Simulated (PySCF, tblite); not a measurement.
# C3H9B2F: geometry, infrared bands and NMR shifts

Wanted: the infrared bands and NMR shifts of C3H9B2F (`BBCCCF`), by calculation.

Programs: tblite 0.8.0 and PySCF 2.14.0, with density-fitted response routines of our own. Each step states its level of theory. These are calculated values for one molecule in the gas phase, unless marked as measured. Atoms are numbered from 0 throughout.

## (1) The molecule as given

15 atoms, charge 0, multiplicity 1; geometry from: force field or distance geometry start.

Bonds of the start (Å): B0–B1 1.67, B1–C2 1.56, C2–C3 1.52, C3–C4 1.51, C4–F5 1.40, B0–H6 1.19, B0–H7 1.20, B1–H8 1.20, C2–H9 1.10, C2–H10 1.11, C3–H11 1.10, C3–H12 1.14, C4–H13 1.08, C4–H14 1.13.

## (2) Relaxing the molecule with GFN2-xTB

Job settings and geometry (Å):

```
{"job": {"kind": "relax", "xc": "GFN2-xTB", "basis": "xTB"}, "charge": 0, "multiplicity": 1}
B      2.384300    -0.627900    -0.218300
B      1.492400     0.765900     0.002700
C      0.017700     0.762400    -0.493800
C     -0.675300    -0.399900     0.191600
C     -2.107600    -0.419000    -0.271300
F     -2.751600     0.783300     0.047200
H      3.354400    -0.480800    -0.896900
H      2.509100    -1.313700     0.757700
H      1.977200     1.678100     0.606500
H     -0.088300     0.700200    -1.585600
H     -0.466100     1.724400    -0.205800
H     -0.148500    -1.351200     0.042400
H     -0.653800    -0.153200     1.302500
H     -2.712300    -1.237500     0.090800
H     -2.136100    -0.423200    -1.403100
```

The run is started by

```bash
> OMP_NUM_THREADS=1 python probes_run.py task.json out
```

The driver reads the jobs from task.json and runs them one after another.

The program printed:

```text
step      E/eV     max force
  0    -493.79963    2.270
  1    -494.00802    1.789
  2    -494.13192    1.117
  3    -494.21305    0.617
  4    -494.25524    0.423
  5    -494.27460    0.457
  6    -494.29239    0.371
  7    -494.30769    0.383
  8    -494.32002    0.328
  9    -494.32991    0.265
 10    -494.33852    0.204
 11    -494.34395    0.182
 12    -494.34685    0.168
 13    -494.34912    0.148
 14    -494.35169    0.142
 15    -494.35403    0.122
 16    -494.35560    0.125
 17    -494.35657    0.082
 18    -494.35744    0.071
 19    -494.35840    0.078
 20    -494.35932    0.096
 21    -494.36003    0.083
 22    -494.36059    0.084
 23    -494.36117    0.080
 24    -494.36194    0.081
 25    -494.36294    0.107
 26    -494.36404    0.098
 27    -494.36506    0.087
 28    -494.36589    0.081
 29    -494.36665    0.071
 30    -494.36749    0.071
 31    -494.36834    0.072
 32    -494.36911    0.075
 33    -494.36978    0.058
 34    -494.37035    0.061
 35    -494.37087    0.054
 36    -494.37139    0.050
 37    -494.37191    0.054
 38    -494.37248    0.062
 39    -494.37318    0.077
 40    -494.37405    0.076
 41    -494.37500    0.069
 42    -494.37590    0.072
 43    -494.37683    0.110
 44    -494.37782    0.135
 45    -494.37895    0.144
 46    -494.38029    0.091
 47    -494.38225    0.074
 48    -494.38290    0.079
 49    -494.38467    0.094
 50    -494.38623    0.109
 51    -494.38810    0.108
 52    -494.38952    0.191
 53    -494.39029    0.177
 54    -494.39253    0.123
 55    -494.39401    0.089
 56    -494.39602    0.098
 57    -494.39750    0.123
 58    -494.39988    0.147
 59    -494.40295    0.142
 60    -494.40629    0.167
 61    -494.40883    0.164
 62    -494.41163    0.161
 63    -494.41468    0.113
 64    -494.41619    0.075
 65    -494.41707    0.068
 66    -494.41789    0.071
 67    -494.41855    0.058
 68    -494.41899    0.050
 69    -494.41933    0.050
 70    -494.41973    0.045
 71    -494.42035    0.053
 72    -494.42089    0.057
 73    -494.42149    0.064
 74    -494.42224    0.074
 75    -494.42318    0.086
 76    -494.42423    0.082
 77    -494.42551    0.071
 78    -494.42625    0.066
 79    -494.42695    0.063
 80    -494.42766    0.048
 81    -494.42818    0.070
 82    -494.42852    0.059
 83    -494.42906    0.100
 84    -494.42969    0.085
 85    -494.43075    0.079
 86    -494.43125    0.080
 87    -494.43247    0.064
 88    -494.43313    0.057
 89    -494.43388    0.044
 90    -494.43422    0.042
 91    -494.43458    0.049
 92    -494.43489    0.046
 93    -494.43521    0.041
 94    -494.43549    0.046
 95    -494.43576    0.046
 96    -494.43600    0.038
 97    -494.43626    0.035
 98    -494.43652    0.035
 99    -494.43677    0.036
100    -494.43699    0.029
101    -494.43719    0.033
102    -494.43740    0.038
103    -494.43764    0.048
104    -494.43787    0.052
105    -494.43812    0.044
106    -494.43838    0.036
107    -494.43860    0.034
108    -494.43880    0.036
109    -494.43903    0.033
110    -494.43928    0.029
111    -494.43954    0.046
112    -494.43976    0.030
113    -494.44006    0.038
114    -494.44035    0.038
115    -494.44063    0.041
116    -494.44103    0.043
117    -494.44145    0.040
118    -494.44194    0.049
119    -494.44253    0.054
120    -494.44318    0.063
121    -494.44383    0.059
122    -494.44435    0.058
123    -494.44420    0.132
124    -494.44491    0.040
125    -494.44505    0.035
126    -494.44527    0.033
127    -494.44540    0.029
128    -494.44562    0.028
129    -494.44578    0.024
130    -494.44589    0.022
131    -494.44597    0.019
132    -494.44603    0.018
133    -494.44609    0.015
134    -494.44611    0.016
135    -494.44614    0.010
```

It took 0.92 s on 1 thread of Arm Neoverse N1, shared host; peak memory 0.18 GiB.

Along the way: (not every step is listed)

```csv
step,energy from step 0 (eV),largest force (eV/Å)
0,0.0000,2.2704
1,-0.2084,1.7890
2,-0.3323,1.1172
3,-0.4134,0.6170
4,-0.4556,0.4228
5,-0.4750,0.4566
6,-0.4928,0.3709
7,-0.5081,0.3827
8,-0.5204,0.3280
20,-0.5597,0.0955
32,-0.5695,0.0754
44,-0.5782,0.1346
56,-0.5964,0.0978
68,-0.6194,0.0504
80,-0.6280,0.0478
92,-0.6353,0.0462
104,-0.6382,0.0516
116,-0.6414,0.0431
128,-0.6460,0.0277
130,-0.6463,0.0222
131,-0.6463,0.0189
132,-0.6464,0.0176
133,-0.6465,0.0146
134,-0.6465,0.0157
135,-0.6465,0.0102
```

Close pairs (by a distance rule), those that changed most:

```csv
bond,before (Å),after (Å),change (Å)
B0–B1,1.669,1.622,-0.047
C3–H12,1.138,1.092,-0.047
C4–H14,1.132,1.096,-0.037
B1–C2,1.556,1.585,+0.029
B0–H7,1.199,1.174,-0.026
C4–F5,1.401,1.377,-0.024
C2–H10,1.115,1.095,-0.019
B0–H6,1.193,1.174,-0.019
```

The final coordinates are the input of the step that follows.

## (3) Infrared spectrum with GFN2-xTB

Job settings and geometry (Å):

```
{"job": {"kind": "ir", "xc": "GFN2-xTB", "basis": "xTB"}, "charge": 0, "multiplicity": 1}
B      2.496042    -0.455645     0.337396
B      1.634542     0.790136    -0.243603
C      0.061098     0.802542    -0.431976
C     -0.675860    -0.506374    -0.137438
C     -2.185831    -0.361553    -0.273674
F     -2.684955     0.447177     0.722949
H      2.953262    -1.290080    -0.349988
H      2.735168    -0.584951     1.479096
H      2.156110     1.796915    -0.564830
H     -0.187918     1.124736    -1.448113
H     -0.346090     1.581321     0.221598
H     -0.348156    -1.285305    -0.827967
H     -0.450079    -0.836162     0.878373
H     -2.696358    -1.325281    -0.173068
H     -2.465387     0.110513    -1.221978
```

The program printed:

```text
mode    cm-1     km/mol
  1      36.0      2.03
  2     103.3      4.27
  3     116.3      0.73
  4     130.9      3.12
  5     259.5      3.02
  6     295.6      0.06
  7     359.2      1.82
  8     434.8      2.77
  9     497.5      2.34
 10     621.7      2.97
 11     731.1     56.22
 12     783.2     79.33
 13     788.2     30.51
 14     866.4     35.47
 15     873.6     56.79
 16     939.2     10.27
 17     991.5     10.51
 18    1073.1     58.31
 19    1103.0     28.79
 20    1114.7      1.94
 21    1147.0     17.63
 22    1171.3      3.54
 23    1216.3      8.72
 24    1263.6      0.04
 25    1267.9      0.13
 26    1328.8     13.96
 27    1344.6      0.82
 28    1447.9     10.31
 29    1451.9      3.50
 30    1470.7      0.87
 31    2565.1    128.17
 32    2607.4     78.69
 33    2619.0    119.23
 34    2934.7     15.89
 35    2936.5     35.99
 36    2944.8     38.40
 37    2957.6     26.99
 38    2988.2     55.31
 39    2996.9     34.94
```

Run time: 0.52 s. Hardware: 1 thread of Arm Neoverse N1, shared host; peak memory 0.18 GiB.

The strongest bands and the atoms that carry them (share of the mass-weighted mode):

```csv
cm⁻¹,km/mol,atoms
731,56.2,"B0 34 %, H7 19 %, H6 18 %, C2 15 %"
783,79.3,"B1 26 %, H8 25 %"
874,56.8,"H8 24 %, B0 12 %, C3 12 %"
1073,58.3,"C4 38 %, C3 20 %, F5 12 %"
2565,128.2,H8 92 %
2607,78.7,"H6 56 %, H7 39 %"
2619,119.2,"H7 53 %, H6 36 %, B0 11 %"
2988,55.3,"H11 68 %, H12 21 %"
```

## (4) Shielding tensors: PBE0/pcSseg-1

Same as in step 3 but for these lines:

```diff
@@ -1,2 +1,2 @@
-{"job": {"kind": "ir", "xc": "GFN2-xTB", "basis": "xTB"}, "charge": 0, "multiplicity": 1}
+{"job": {"kind": "nmr", "xc": "PBE0", "basis": "pcSseg-1"}, "charge": 0, "multiplicity": 1}
 B      2.496042    -0.455645     0.337396
```

Level: GIAO PBE0/pcSseg-1 NMR shielding, non-relativistic, gas phase.

The program printed:

```text
coarse grid: 12096 points
cycle   1  E = -268.7748990450  dE =  3.267e-01  |g| = 5.038e-01  |ddm| = 3.182e+00
cycle   2  E = -268.7552733188  dE =  1.963e-02  |g| = 6.508e-01  |ddm| = 8.358e-01
cycle   3  E = -268.8265136306  dE = -7.124e-02  |g| = 5.590e-02  |ddm| = 4.669e-01
cycle   4  E = -268.8270330962  dE = -5.195e-04  |g| = 2.428e-02  |ddm| = 5.847e-02
cycle   5  E = -268.8271644168  dE = -1.313e-04  |g| = 6.137e-03  |ddm| = 2.464e-02
cycle   6  E = -268.8271733381  dE = -8.921e-06  |g| = 1.412e-03  |ddm| = 6.453e-03
final grid: 115992 points
cycle   7  E = -268.8675521921  dE = -4.480e-05  |g| = 8.324e-03  |ddm| = 2.474e-02
cycle   8  E = -268.8675441841  dE =  8.008e-06  |g| = 1.059e-02  |ddm| = 1.518e-02
cycle   9  E = -268.8675693607  dE = -2.518e-05  |g| = 9.381e-04  |ddm| = 8.125e-03
cycle  10  E = -268.8675695188  dE = -1.581e-07  |g| = 2.331e-04  |ddm| = 8.810e-04
cycle  11  E = -268.8675695266  dE = -7.807e-09  |g| = 6.555e-05  |ddm| = 1.947e-04
cycle  12  E = -268.8675695277  dE = -1.073e-09  |g| = 1.645e-05  |ddm| = 7.041e-05
cycle  13  E = -268.8675695278  dE = -6.469e-11  |g| = 2.530e-06  |ddm| = 1.495e-05
converged SCF energy = -268.8675695278

GIAO shielding tensors (ppm)
atom      isotropic    diamagn.    paramagn.     s11        s22        s33       span
  0 B       -7.966     195.967    -203.933   -142.300    -19.947    138.347    280.647
  1 B       -6.828     191.575    -198.403   -119.026    -16.778    115.320    234.345
  2 C      150.846     251.084    -100.238    128.974    155.889    167.676     38.702
  3 C      151.065     249.608     -98.543    139.478    144.703    169.016     29.537
  4 C       97.360     239.878    -142.518     64.441     84.472    143.168     78.726
  5 F      423.972     473.289     -49.317    374.376    432.317    465.224     90.849
  6 H       21.420      29.409      -7.990      8.281     25.314     30.664     22.384
  7 H       21.375      29.391      -8.016      8.259     25.288     30.578     22.318
  8 H       22.008      28.840      -6.832     11.862     25.192     28.969     17.106
  9 H       29.968      31.284      -1.316     25.914     28.703     35.288      9.374
 10 H       29.364      31.053      -1.688     24.733     29.459     33.900      9.167
 11 H       30.214      32.571      -2.357     26.193     28.773     35.676      9.484
 12 H       29.806      32.634      -2.829     26.219     28.633     34.564      8.345
 13 H       26.787      27.646      -0.859     22.376     27.226     30.760      8.384
 14 H       27.210      28.483      -1.273     23.181     27.209     31.240      8.059
```

Run time: 32 s. Hardware: 1 thread of Arm Neoverse N1, shared host; peak memory 0.7 GiB.

Shifts follow as δ = σ(reference) − σ, with reference shieldings (ppm) from runs at the same level and on the same kind of geometry: ¹H TMS 31.72, ¹³C TMS 186.9, ¹⁹F CFCl3 170.9, ¹¹B BF3·OEt2 100.1. The references are single molecules in the gas phase, so shifts against H2O, NH3, PH3, H3PO4 or CFCl3 are not on the usual liquid scales and can be off by tens of ppm. Atoms listed in one row are averaged.

```csv
atoms,environment,σ (ppm),δ (ppm),δ scaled to CDCl3
C4,sp3 CH2 bonded to F,97.4,89.6,85.5
C2,sp3 CH2 bonded to B,150.8,36.1,33.3
C3,sp3 CH2,151.1,35.9,33.1
"H6, H7",hydrogen on a boron bonded to B,21.40,10.32,–
H8,"hydrogen on a boron bonded to C, B",22.01,9.71,–
"H13, H14",hydrogen on an sp3 CH2 bonded to F,27.00,4.72,4.55
"H9, H10",hydrogen on an sp3 CH2 bonded to B,29.67,2.05,2.04
"H11, H12",hydrogen on an sp3 CH2,30.01,1.71,1.71
B0,"boron bonded to B, 2 H",-8.0,108.0,–
B1,"boron bonded to C, B, H",-6.8,106.9,–
F5,fluorine on an sp3 carbon,424.0,-253.0,–
```

The scaled column applies a straight-line fit of computed shieldings to shifts measured in CDCl3, and one for carbons that bear F (root-mean-square error 0.16 ppm for H, 1.9 ppm for C).

The run also stored atomic charges by several schemes (e):

```csv
atoms,Mulliken,IAO,Hirshfeld,ESP fit
B0,-0.08,-0.09,0.09,0.15
B1,0.15,0.05,0.11,0.17
C2,-0.47,-0.38,-0.13,-0.20
C3,-0.30,-0.27,-0.08,0.03
C4,0.19,0.05,0.03,0.01
F5,-0.35,-0.33,-0.13,-0.24
```

Mayer bond orders: B0–B1 1.09, B1–C2 0.99, C2–C3 1.03, C3–C4 1.05, C4–F5 0.88.

The fields below are evaluated on a grid from the run's orbitals.

Frontier orbitals at PBE0/pcSseg-1, with the share of their density that lies nearest to each atom:

```csv
orbital,energy (eV),lies on
HOMO,-8.29,"B0, B1 about 26 % each; H8 11 %; C2 8 %"
LUMO,-1.64,"B0 51 %; H6, H7 about 14 % each; H8 6 %"
```

ELF in a plane through or near 7 of the atoms.

Values, 10 rows by 14 columns:
```
0.00 0.00 0.00 0.00 0.00 0.00 0.00 0.00 0.00 0.00 0.00 0.00 0.00 0.00
0.00 0.00 0.00 0.00 0.00 0.00 0.00 0.00 0.00 0.00 0.00 0.00 0.00 0.00
0.00 0.00 0.03 0.08 0.05 0.00 0.00 0.04 0.02 0.01 0.44 0.15 0.00 0.00
0.00 0.01 0.16 0.54 0.35 0.01 0.05 0.56 0.34 0.23 1.00 0.99 0.04 0.00
0.00 0.01 0.15 0.16 0.51 0.39 0.05 0.58 0.25 0.69 0.92 0.59 0.02 0.00
0.00 0.00 0.01 0.59 0.95 0.39 0.79 0.89 0.59 0.49 0.54 0.07 0.00 0.00
0.00 0.00 0.04 0.59 0.88 0.29 0.78 0.38 0.34 0.03 0.08 0.01 0.00 0.00
0.00 0.00 0.09 0.99 1.00 0.76 0.09 0.34 0.13 0.01 0.00 0.00 0.00 0.00
0.00 0.00 0.00 0.30 0.80 0.12 0.00 0.01 0.01 0.00 0.00 0.00 0.00 0.00
0.00 0.00 0.00 0.00 0.00 0.00 0.00 0.00 0.00 0.00 0.00 0.00 0.00 0.00
```
The map spans 10.9 Å across and 8.8 Å up, centred on the molecule. Atoms in the plane (x, y in Å): B0 (-2.5, 0.6), B1 (-1.6, -0.8), C2 (-0.1, -0.9), C3 (0.7, 0.5), C4 (2.2, 0.3), H8 (-2.2, -1.8), H13 (2.7, 1.2).

log10 of the density (e/Å³) in the same plane.

Ten even steps from '0' (-4.0) to '9' (1.7):
```
0000000000000000000000000000
0000000000000000000000000000
0000001100000000000000000000
0000112221100111111111100000
0012233332222233322333210000
0122344443323444434444431100
0123455654334555555566532100
0123456665444566666676542100
0123456986545678777776542100
0123456776655678777976532100
0012345677666777666766532100
0012345669877986655665432100
0011345667767776544444321000
0011245677666666543333210000
0001235666555555432222100000
0001234555443444322110000000
0000122333322222210000000000
0000011222211111000000000000
0000000111100000000000000000
0000000000000000000000000000
```
The map spans 10.9 Å across and 8.8 Å up, centred on the molecule. Atoms in the plane (x, y in Å): B0 (-2.5, 0.6), B1 (-1.6, -0.8), C2 (-0.1, -0.9), C3 (0.7, 0.5), C4 (2.2, 0.3), H8 (-2.2, -1.8), H13 (2.7, 1.2).

On the surface of density 0.002 e/bohr³ the electrostatic potential runs, from the 1st to the 99th percentile, from -1.10 V near F5 to 1.41 V near B0.

## (5) What came out

| quantity | value |
| --- | --- |
| strongest single infrared mode (GFN2-xTB) | 2565 cm⁻¹, 128 km/mol |
| zero-point energy (GFN2-xTB) | 72.6 kcal/mol |
| ¹³C shifts against TMS (PBE0/pcSseg-1) | 89.6, 36.1, 35.9 ppm |
| ¹H shifts against TMS (PBE0/pcSseg-1, means over atoms taken as alike) | 10.32, 9.71, 4.72, 2.05, 1.71 ppm |
| ¹¹B shifts against BF3·OEt2 (PBE0/pcSseg-1) | 108.0, 106.9 ppm |
| ¹⁹F shifts against CFCl3 (PBE0/pcSseg-1) | -253.0 ppm |
| surface potential, 1st and 99th percentile | -1.10 V and 1.41 V |

What this shows: Over 135 steps the energy fell by 0.647 eV; of the close pairs, B0–B1 changed most, 1.669 to 1.622 Å. No mode is imaginary among the 39: a minimum at this level. The strongest single mode, at 2565 cm⁻¹, moves mainly H8. Unscaled tight-binding wavenumbers are off by several per cent, some by more. Its intensities can rank the bands wrongly. At PBE0/pcSseg-1: Shielding is most anisotropic at B0 (span 281 ppm, paramagnetic term -204 ppm). By nearest atom (PBE0/pcSseg-1), the HOMO sits on B0, B1 about 26 % each; H8 11 % and the LUMO on B0 51 %; H6, H7 about 14 % each.
